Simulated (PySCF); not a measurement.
# I(2+): excitation energies in x2c-TZVPPall, part 2 of 2

Each state of iodine is computed at each level; their differences give the excitation energy. How far do the methods differ?

PySCF 2.14.0; x2c-TZVPPall, the spin-free X2C one-electron Hamiltonian (Gaussian nucleus). The scripts are equivalent inputs of a driver's runs. Earlier steps stand in the parts before.

**4. I(2+) [Kr] 4d10 5s1 5p4, s spin flipped: the ladder of methods**

Level: UHF.

File input.py:

```python
from pyscf import gto, scf, dft, mp, cc
import basis_set_exchange as bse
mol = gto.M(atom="I 0 0 0", charge=2, spin=1, symmetry="D2h",
            basis=gto.basis.parse(bse.get_basis("x2c-TZVPPall", elements=["I"], fmt="nwchem")),
            nucmod="G")
mf = scf.UHF(mol).sfx2c1e()
mf.irrep_nelec = {'Ag': (8, 9), 'B1g': (2, 2), 'B2g': (2, 2), 'B3g': (2, 2), 'B1u': (4, 3), 'B2u': (4, 4), 'B3u': (4, 3)}
mf.kernel()
```

Standard output:

```text
damping factor = 0
level_shift factor = 0
DIIS = <class 'pyscf.scf.diis.CDIIS'>
diis_start_cycle = 1
diis_space = 10
diis_damp = 0
SCF conv_tol = 1e-09
SCF conv_tol_grad = None
number electrons alpha = 26  beta = 25
cycle= 1 E= -7111.04919723158  delta_E= -0.00468  |g|= 0.0244  |ddm|= 0.0881
cycle= 2 E= -7111.04970338074  delta_E= -0.000506  |g|= 0.009  |ddm|= 0.0299
cycle= 3 E= -7111.04978467169  delta_E= -8.13e-05  |g|= 0.000802  |ddm|= 0.0172
cycle= 4 E= -7111.04978522294  delta_E= -5.51e-07  |g|= 0.000171  |ddm|= 0.00164
cycle= 5 E= -7111.04978523292  delta_E= -9.98e-09  |g|= 3.48e-05  |ddm|= 0.000223
cycle= 6 E= -7111.04978523358  delta_E= -6.63e-10  |g|= 5.04e-06  |ddm|= 8.19e-05
converged SCF energy = -7111.04978523358  <S^2> = 1.7538127  2S+1 = 2.8311218
```

CPU time 19 s on a shared host, the integrals not counted.

Orbital energies by shell (radii are means over both spins):

| shell | electrons | mean orbital energy (eV) | spread (eV) | rms radius (bohr) |
| --- | --- | --- | --- | --- |
| 1s β | 1 | -33354.7 | 0 | 0.0311 |
| 1s α | 1 | -33354.6 | 0 | 0.0311 |
| 2s β | 1 | -5271.7 | 0 | 0.127 |
| 2s α | 1 | -5271.5 | 0 | 0.127 |
| 2p α | 3 | -4730.4 | 0.141 | 0.113 |
| 2p β | 3 | -4730.3 | 0.041 | 0.113 |
| 3s β | 1 | -1124.4 | 0 | 0.334 |
| 3s α | 1 | -1124.3 | 0 | 0.334 |
| 3p α | 3 | -944.40 | 0.348 | 0.335 |
| 3p β | 3 | -944.30 | 0.049 | 0.335 |
| 3d α | 5 | -673.39 | 0.305 | 0.313 |
| 3d β | 5 | -673.35 | 0.220 | 0.313 |
| 4s β | 1 | -233.11 | 0 | 0.788 |
| 4s α | 1 | -232.84 | 0 | 0.788 |
| 4p α | 3 | -174.14 | 0.742 | 0.844 |
| 4p β | 3 | -173.92 | 0.040 | 0.844 |
| 4d α | 5 | -84.675 | 0.826 | 0.988 |
| 4d β | 5 | -84.618 | 0.460 | 0.988 |
| 5s β | 1 | -41.323 | 0 | 2.00 |
| 5p β | 1 | -29.101 | 0 | 2.40 |
| 5p α | 3 | -28.457 | 1.619 | 2.40 |

⟨S²⟩ = 1.754, ⟨L²⟩ = 2.03.

Spin-orbit constants on these orbitals (cm⁻¹; bare nucleus, screened nucleus, mean field): 5p 5918, 5695, 5561.

With the s spin flipped the determinant is a mixture of two multiplicities, not a spectroscopic state.

Level: LDA.

input.py, as changed from the run before:

```diff
@@ -5,3 +5,3 @@
             nucmod="G")
-mf = scf.UHF(mol).sfx2c1e()
+mf = dft.UKS(mol, xc="LDA,VWN").sfx2c1e()
 mf.irrep_nelec = {'Ag': (8, 9), 'B1g': (2, 2), 'B2g': (2, 2), 'B3g': (2, 2), 'B1u': (4, 3), 'B2u': (4, 4), 'B3u': (4, 3)}
```

Standard output:

```text
damping factor = 0
level_shift factor = 0
DIIS = <class 'pyscf.scf.diis.CDIIS'>
diis_start_cycle = 1
diis_space = 10
diis_damp = 0
SCF conv_tol = 1e-09
SCF conv_tol_grad = None
number electrons alpha = 26  beta = 25
XC functionals = LDA,VWN
    P. A. M. Dirac.,  Math. Proc. Cambridge Philos. Soc. 26, 376 (1930)
    F. Bloch.,  Z. Phys. 57, 545 (1929)
    S. H. Vosko, L. Wilk, and M. Nusair.,  Can. J. Phys. 58, 1200 (1980)
cycle= 1 E= -7107.46743657828  delta_E= -0.0235  |g|= 0.0564  |ddm|= 0.359
cycle= 2 E= -7107.46783743253  delta_E= -0.000401  |g|= 0.00801  |ddm|= 0.0889
cycle= 3 E= -7107.46785554876  delta_E= -1.81e-05  |g|= 0.00139  |ddm|= 0.0172
cycle= 4 E= -7107.46785597046  delta_E= -4.22e-07  |g|= 0.000413  |ddm|= 0.00202
cycle= 5 E= -7107.4678559916  delta_E= -2.11e-08  |g|= 5.45e-06  |ddm|= 0.00024
cycle= 6 E= -7107.46785599161  delta_E= -1.46e-11  |g|= 1.07e-06  |ddm|= 1.19e-05
converged SCF energy = -7107.46785599161  <S^2> = 1.7505243  2S+1 = 2.8287978
```

It used 0.75 s of CPU time after the integrals (shared host).

Level: PBE.

input.py, as changed from the run before:

```diff
@@ -5,3 +5,3 @@
             nucmod="G")
-mf = dft.UKS(mol, xc="LDA,VWN").sfx2c1e()
+mf = dft.UKS(mol, xc="PBE").sfx2c1e()
 mf.irrep_nelec = {'Ag': (8, 9), 'B1g': (2, 2), 'B2g': (2, 2), 'B3g': (2, 2), 'B1u': (4, 3), 'B2u': (4, 4), 'B3u': (4, 3)}
```

Standard output:

```text
damping factor = 0
level_shift factor = 0
DIIS = <class 'pyscf.scf.diis.CDIIS'>
diis_start_cycle = 1
diis_space = 10
diis_damp = 0
SCF conv_tol = 1e-09
SCF conv_tol_grad = None
number electrons alpha = 26  beta = 25
XC functionals = PBE
    J. P. Perdew, K. Burke, and M. Ernzerhof.,  Phys. Rev. Lett. 77, 3865 (1996)
    J. P. Perdew, K. Burke, and M. Ernzerhof.,  Phys. Rev. Lett. 78, 1396 (1997)
    J. P. Perdew, K. Burke, and M. Ernzerhof.,  Phys. Rev. Lett. 77, 3865 (1996)
    J. P. Perdew, K. Burke, and M. Ernzerhof.,  Phys. Rev. Lett. 78, 1396 (1997)
cycle= 1 E= -7113.56273250077  delta_E= -0.0157  |g|= 0.0387  |ddm|= 0.311
cycle= 2 E= -7113.56300508648  delta_E= -0.000273  |g|= 0.0141  |ddm|= 0.0824
cycle= 3 E= -7113.5630449426  delta_E= -3.99e-05  |g|= 0.00826  |ddm|= 0.0243
cycle= 4 E= -7113.56305420101  delta_E= -9.26e-06  |g|= 0.000135  |ddm|= 0.00565
cycle= 5 E= -7113.56305421174  delta_E= -1.07e-08  |g|= 1.46e-05  |ddm|= 0.000371
cycle= 6 E= -7113.56305421188  delta_E= -1.45e-10  |g|= 1.36e-06  |ddm|= 3.34e-05
converged SCF energy = -7113.56305421188  <S^2> = 1.7510517  2S+1 = 2.8291707
```

CPU time 1.3 s on a shared host, the integrals not counted.

Level: PBE0.

input.py, as changed from the run before:

```diff
@@ -5,3 +5,3 @@
             nucmod="G")
-mf = dft.UKS(mol, xc="PBE").sfx2c1e()
+mf = dft.UKS(mol, xc="PBE0").sfx2c1e()
 mf.irrep_nelec = {'Ag': (8, 9), 'B1g': (2, 2), 'B2g': (2, 2), 'B3g': (2, 2), 'B1u': (4, 3), 'B2u': (4, 4), 'B3u': (4, 3)}
```

Standard output:

```text
damping factor = 0
level_shift factor = 0
DIIS = <class 'pyscf.scf.diis.CDIIS'>
diis_start_cycle = 1
diis_space = 10
diis_damp = 0
SCF conv_tol = 1e-09
SCF conv_tol_grad = None
number electrons alpha = 26  beta = 25
XC functionals = PBE0
    C. Adamo and V. Barone.,  J. Chem. Phys. 110, 6158 (1999)
    M. Ernzerhof and G. E. Scuseria.,  J. Chem. Phys. 110, 5029 (1999)
cycle= 1 E= -7113.62142072667  delta_E= -0.0105  |g|= 0.0259  |ddm|= 0.24
cycle= 2 E= -7113.62156247301  delta_E= -0.000142  |g|= 0.012  |ddm|= 0.0433
cycle= 3 E= -7113.6215855109  delta_E= -2.3e-05  |g|= 0.00397  |ddm|= 0.0121
cycle= 4 E= -7113.62158768207  delta_E= -2.17e-06  |g|= 0.000204  |ddm|= 0.00264
cycle= 5 E= -7113.62158772046  delta_E= -3.84e-08  |g|= 7.42e-06  |ddm|= 0.000436
cycle= 6 E= -7113.6215877205  delta_E= -4.37e-11  |g|= 9.53e-07  |ddm|= 1.75e-05
converged SCF energy = -7113.6215877205  <S^2> = 1.7513103  2S+1 = 2.8293535
```

It used 1.4 s of CPU time after the integrals (shared host).

Level: r2SCAN.

input.py, as changed from the run before:

```diff
@@ -5,3 +5,3 @@
             nucmod="G")
-mf = dft.UKS(mol, xc="PBE0").sfx2c1e()
+mf = dft.UKS(mol, xc="R2SCAN").sfx2c1e()
 mf.irrep_nelec = {'Ag': (8, 9), 'B1g': (2, 2), 'B2g': (2, 2), 'B3g': (2, 2), 'B1u': (4, 3), 'B2u': (4, 4), 'B3u': (4, 3)}
```

Standard output:

```text
damping factor = 0
level_shift factor = 0
DIIS = <class 'pyscf.scf.diis.CDIIS'>
diis_start_cycle = 1
diis_space = 10
diis_damp = 0
SCF conv_tol = 1e-09
SCF conv_tol_grad = None
number electrons alpha = 26  beta = 25
XC functionals = R2SCAN
    J. W. Furness, A. D. Kaplan, J. Ning, J. P. Perdew, and J. Sun.,  J. Phys. Chem. Lett. 11, 8208-8215 (2020)
    J. W. Furness, A. D. Kaplan, J. Ning, J. P. Perdew, and J. Sun.,  J. Phys. Chem. Lett. 11, 9248-9248 (2020)
    J. W. Furness, A. D. Kaplan, J. Ning, J. P. Perdew, and J. Sun.,  J. Phys. Chem. Lett. 11, 8208-8215 (2020)
    J. W. Furness, A. D. Kaplan, J. Ning, J. P. Perdew, and J. Sun.,  J. Phys. Chem. Lett. 11, 9248-9248 (2020)
cycle= 1 E= -7113.98587880614  delta_E= -0.0109  |g|= 0.0316  |ddm|= 0.241
cycle= 2 E= -7113.98601145499  delta_E= -0.000133  |g|= 0.00336  |ddm|= 0.0395
cycle= 3 E= -7113.98601455254  delta_E= -3.1e-06  |g|= 0.000806  |ddm|= 0.0047
cycle= 4 E= -7113.98601470309  delta_E= -1.51e-07  |g|= 0.000414  |ddm|= 0.00117
cycle= 5 E= -7113.98601473457  delta_E= -3.15e-08  |g|= 1.05e-05  |ddm|= 0.000351
cycle= 6 E= -7113.98601473461  delta_E= -4.55e-11  |g|= 1.08e-06  |ddm|= 1.22e-05
converged SCF energy = -7113.98601473461  <S^2> = 1.7515545  2S+1 = 2.8295261
```

CPU time 2.3 s on a shared host, the integrals not counted.

Level: LC-wPBE.

input.py, as changed from the run before:

```diff
@@ -5,3 +5,3 @@
             nucmod="G")
-mf = dft.UKS(mol, xc="R2SCAN").sfx2c1e()
+mf = dft.UKS(mol, xc="LC_WPBE").sfx2c1e()
 mf.irrep_nelec = {'Ag': (8, 9), 'B1g': (2, 2), 'B2g': (2, 2), 'B3g': (2, 2), 'B1u': (4, 3), 'B2u': (4, 4), 'B3u': (4, 3)}
```

Standard output:

```text
damping factor = 0
level_shift factor = 0
DIIS = <class 'pyscf.scf.diis.CDIIS'>
diis_start_cycle = 1
diis_space = 10
diis_damp = 0
SCF conv_tol = 1e-09
SCF conv_tol_grad = None
number electrons alpha = 26  beta = 25
XC functionals = LC_WPBE
    O. A. Vydrov and G. E. Scuseria.,  J. Chem. Phys. 125, 234109 (2006)
cycle= 1 E= -7113.4760071986  delta_E= -0.0158  |g|= 0.034  |ddm|= 0.234
cycle= 2 E= -7113.47631539792  delta_E= -0.000308  |g|= 0.00504  |ddm|= 0.0332
cycle= 3 E= -7113.47633743945  delta_E= -2.2e-05  |g|= 0.00139  |ddm|= 0.00933
cycle= 4 E= -7113.47633945868  delta_E= -2.02e-06  |g|= 0.000275  |ddm|= 0.00375
cycle= 5 E= -7113.47633948015  delta_E= -2.15e-08  |g|= 9.19e-05  |ddm|= 0.000288
cycle= 6 E= -7113.47633948236  delta_E= -2.21e-09  |g|= 4.75e-06  |ddm|= 0.000115
cycle= 7 E= -7113.47633948238  delta_E= -2e-11  |g|= 4.42e-07  |ddm|= 1.03e-05
converged SCF energy = -7113.47633948238  <S^2> = 1.7511789  2S+1 = 2.8292606
```

It used 5 s of CPU time after the integrals (shared host).

Level: M06.

input.py, as changed from the run before:

```diff
@@ -5,3 +5,3 @@
             nucmod="G")
-mf = dft.UKS(mol, xc="LC_WPBE").sfx2c1e()
+mf = dft.UKS(mol, xc="M06").sfx2c1e()
 mf.irrep_nelec = {'Ag': (8, 9), 'B1g': (2, 2), 'B2g': (2, 2), 'B3g': (2, 2), 'B1u': (4, 3), 'B2u': (4, 4), 'B3u': (4, 3)}
```

Standard output:

```text
damping factor = 0
level_shift factor = 0
DIIS = <class 'pyscf.scf.diis.CDIIS'>
diis_start_cycle = 1
diis_space = 10
diis_damp = 0
SCF conv_tol = 1e-09
SCF conv_tol_grad = None
number electrons alpha = 26  beta = 25
XC functionals = M06
    Y. Zhao and D. G. Truhlar.,  Theor. Chem. Acc. 120, 215 (2008)
    Y. Zhao and D. G. Truhlar.,  Theor. Chem. Acc. 120, 215 (2008)
cycle= 1 E= -7114.11886461981  delta_E= -0.00811  |g|= 0.0254  |ddm|= 0.23
cycle= 2 E= -7114.11900559288  delta_E= -0.000141  |g|= 0.0149  |ddm|= 0.0479
cycle= 3 E= -7114.11903931075  delta_E= -3.37e-05  |g|= 0.00212  |ddm|= 0.0118
cycle= 4 E= -7114.11904001346  delta_E= -7.03e-07  |g|= 0.000153  |ddm|= 0.00175
cycle= 5 E= -7114.11904003092  delta_E= -1.75e-08  |g|= 6.17e-06  |ddm|= 0.000471
cycle= 6 E= -7114.11904003095  delta_E= -2.64e-11  |g|= 6.38e-07  |ddm|= 1.1e-05
converged SCF energy = -7114.11904003095  <S^2> = 1.7508132  2S+1 = 2.8290021
```

CPU time 2.8 s on a shared host, the integrals not counted.

Level: M06-L.

input.py, as changed from the run before:

```diff
@@ -5,3 +5,3 @@
             nucmod="G")
-mf = dft.UKS(mol, xc="M06").sfx2c1e()
+mf = dft.UKS(mol, xc="M06L").sfx2c1e()
 mf.irrep_nelec = {'Ag': (8, 9), 'B1g': (2, 2), 'B2g': (2, 2), 'B3g': (2, 2), 'B1u': (4, 3), 'B2u': (4, 4), 'B3u': (4, 3)}
```

Standard output:

```text
damping factor = 0
level_shift factor = 0
DIIS = <class 'pyscf.scf.diis.CDIIS'>
diis_start_cycle = 1
diis_space = 10
diis_damp = 0
SCF conv_tol = 1e-09
SCF conv_tol_grad = None
number electrons alpha = 26  beta = 25
XC functionals = M06L
    Y. Zhao and D. G. Truhlar.,  J. Chem. Phys. 125, 194101 (2006)
    Y. Zhao and D. G. Truhlar.,  J. Chem. Phys. 125, 194101 (2006)
    Y. Zhao and D. G. Truhlar.,  Theor. Chem. Acc. 120, 215 (2008)
cycle= 1 E= -7113.8488174145  delta_E= -0.00754  |g|= 0.031  |ddm|= 0.19
cycle= 2 E= -7113.84898657347  delta_E= -0.000169  |g|= 0.0215  |ddm|= 0.0585
cycle= 3 E= -7113.84905644319  delta_E= -6.99e-05  |g|= 0.00188  |ddm|= 0.0162
cycle= 4 E= -7113.84905747113  delta_E= -1.03e-06  |g|= 0.000275  |ddm|= 0.0028
cycle= 5 E= -7113.84905752665  delta_E= -5.55e-08  |g|= 1.95e-05  |ddm|= 0.000933
cycle= 6 E= -7113.84905752674  delta_E= -8.91e-11  |g|= 1.21e-06  |ddm|= 2.57e-05
converged SCF energy = -7113.84905752674  <S^2> = 1.7512646  2S+1 = 2.8293212
```

It used 2.6 s of CPU time after the integrals (shared host).

Level: r2SCAN0.

input.py, as changed from the run before:

```diff
@@ -5,3 +5,3 @@
             nucmod="G")
-mf = dft.UKS(mol, xc="M06L").sfx2c1e()
+mf = dft.UKS(mol, xc="HYB_MGGA_XC_R2SCAN0").sfx2c1e()
 mf.irrep_nelec = {'Ag': (8, 9), 'B1g': (2, 2), 'B2g': (2, 2), 'B3g': (2, 2), 'B1u': (4, 3), 'B2u': (4, 4), 'B3u': (4, 3)}
```

Standard output:

```text
damping factor = 0
level_shift factor = 0
DIIS = <class 'pyscf.scf.diis.CDIIS'>
diis_start_cycle = 1
diis_space = 10
diis_damp = 0
SCF conv_tol = 1e-09
SCF conv_tol_grad = None
number electrons alpha = 26  beta = 25
XC functionals = HYB_MGGA_XC_R2SCAN0
    M. Bursch, H. Neugebauer, S. Ehlert, and S. Grimme.,  J. Chem. Phys. 156, 134105 (2022)
cycle= 1 E= -7113.94466659979  delta_E= -0.00826  |g|= 0.0218  |ddm|= 0.203
cycle= 2 E= -7113.94479953807  delta_E= -0.000133  |g|= 0.00439  |ddm|= 0.0269
cycle= 3 E= -7113.94480591682  delta_E= -6.38e-06  |g|= 0.00265  |ddm|= 0.00605
cycle= 4 E= -7113.94480706028  delta_E= -1.14e-06  |g|= 0.000307  |ddm|= 0.00206
cycle= 5 E= -7113.94480713215  delta_E= -7.19e-08  |g|= 1.41e-05  |ddm|= 0.000591
cycle= 6 E= -7113.94480713232  delta_E= -1.67e-10  |g|= 1.26e-06  |ddm|= 2.75e-05
converged SCF energy = -7113.94480713232  <S^2> = 1.7517705  2S+1 = 2.8296788
```

CPU time 2.5 s on a shared host, the integrals not counted.

**5. I(2+) [Kr] 4d10 5s1 5p4, s spin flipped, continued**

Level: MP2 (valence).

Changes to input.py since step 4:

```diff
@@ -5,4 +5,5 @@
             nucmod="G")
-mf = dft.UKS(mol, xc="HYB_MGGA_XC_R2SCAN0").sfx2c1e()
+mf = scf.UHF(mol).sfx2c1e()
 mf.irrep_nelec = {'Ag': (8, 9), 'B1g': (2, 2), 'B2g': (2, 2), 'B3g': (2, 2), 'B1u': (4, 3), 'B2u': (4, 4), 'B3u': (4, 3)}
 mf.kernel()
+mp.UMP2(mf, frozen=23).kernel()
```

The driver printed no log here.

It used 0.15 s of CPU time after the integrals (shared host).

With 5 electrons correlated, the MP2 correlation energy is -0.11734 hartree (-0.01627 same spin, -0.10106 opposite spin); the SCS form gives -0.12670. Largest pairs of shells: 5s-5p -0.0610, 5p-5p -0.0564, 5s-5s 0.0000.

Level: MP2 (valence and next inner shell).

input.py, as changed from the run before:

```diff
@@ -8,2 +8,2 @@
 mf.kernel()
-mp.UMP2(mf, frozen=23).kernel()
+mp.UMP2(mf, frozen=14).kernel()
```

The driver printed no log here.

CPU time 0.26 s on a shared host, the integrals not counted.

With 23 electrons correlated, the MP2 correlation energy is -0.61875 hartree (-0.21042 same spin, -0.40832 opposite spin); the SCS form gives -0.56013. Largest pairs of shells: 4d-4d -0.2447, 4d-5p -0.1104, 5s-5p -0.0610, 5p-5p -0.0564, 4p-4d -0.0526.

Radial density 4πr²ρ of I(2+) at UHF, without picture-change correction:

| r (bohr) | density | spin density |
| --- | --- | --- |
| 0.000387 | 0.625 | 0.000 |
| 0.000651 | 1.45 | 0.000 |
| 0.00109 | 3.31 | -0.001 |
| 0.00184 | 7.32 | -0.002 |
| 0.00310 | 15.4 | -0.005 |
| 0.00521 | 30.0 | -0.009 |
| 0.00876 | 50.6 | -0.014 |
| 0.0147 | 67.7 | -0.011 |
| 0.0248 | 65.8 | 0.009 |
| 0.0417 | 60.5 | 0.035 |
| 0.0701 | 84.9 | 0.008 |
| 0.118 | 75.0 | -0.010 |
| 0.198 | 69.0 | 0.025 |
| 0.334 | 54.1 | 0.003 |
| 0.561 | 24.9 | 0.044 |
| 0.944 | 20.1 | -0.025 |
| 1.59 | 4.80 | 0.204 |
| 2.67 | 1.69 | 0.498 |
| 4.49 | 0.114 | 0.058 |
| 7.56 | 0.000169 | 0.000 |

**6. How the shells move**

Highest occupied Hartree-Fock shell of each state: I(2+) [Kr] 4d10 5s1 5p4 5p β at -25.880 eV; I(2+) [Kr] 4d10 5s1 5p4, s spin flipped 5p α at -28.457 eV.

**7. Differences of total energies**

Excitation energy: I(2+) [Kr] 4d10 5s2 5p3 (4S) → I(2+) [Kr] 4d10 5s1 5p4 (4P).

| method | value (eV) |
| --- | --- |
| UHF | 11.143 |
| LDA | 11.598 |
| PBE | 11.446 |
| PBE0 | 11.421 |
| r2SCAN | 11.179 |
| LC-wPBE | 11.464 |
| M06 | 11.720 |
| M06-L | 11.356 |
| r2SCAN0 | 11.230 |
| ROHF | 11.220 |
| MP2 (valence) | 11.099 |
| SCS-MP2 (valence) | 11.089 |
| MP2 (valence and next inner shell) | 11.486 |
| SCS-MP2 (valence and next inner shell) | 11.398 |

A first-order spin-orbit estimate (lowest level to lowest level, LS coupling) adds -0.383 eV.

Excitation energy: I(2+) [Kr] 4d10 5s2 5p3 (4S) → I(2+) [Kr] 4d10 5s1 5p4, s spin flipped.

| method | value (eV) |
| --- | --- |
| UHF | 16.510 |
| LDA | 13.107 |
| PBE | 13.203 |
| PBE0 | 14.014 |
| r2SCAN | 13.879 |
| LC-wPBE | 14.456 |
| M06 | 13.472 |
| M06-L | 13.452 |
| r2SCAN0 | 14.485 |
| MP2 (valence) | 14.970 |
| SCS-MP2 (valence) | 14.675 |
| MP2 (valence and next inner shell) | 14.360 |
| SCS-MP2 (valence and next inner shell) | 14.159 |

The upper determinant mixes two multiplicities, so it lies between the two terms.

The differences also use runs on I(2+) [Kr] 4d10 5s2 5p3 (4S), which are not shown here.

**8. Summary of results**

This closing draws on all 2 parts.

```
                                                    quantity                                                     value
                excitation energy, I(2+) → [Kr] 4d10 5s1 5p4  UHF 11.143, MP2 (valence and next inner shell) 11.486 eV
excitation energy, I(2+) → [Kr] 4d10 5s1 5p4, s spin flipped  UHF 16.510, MP2 (valence and next inner shell) 14.360 eV
```

What this shows: For the first difference the methods span 0.631 eV, from SCS-MP2 (valence) (11.089) to M06 (11.720). No reference value is at hand in this session. All values hold for this basis alone; no basis-set limit was taken.
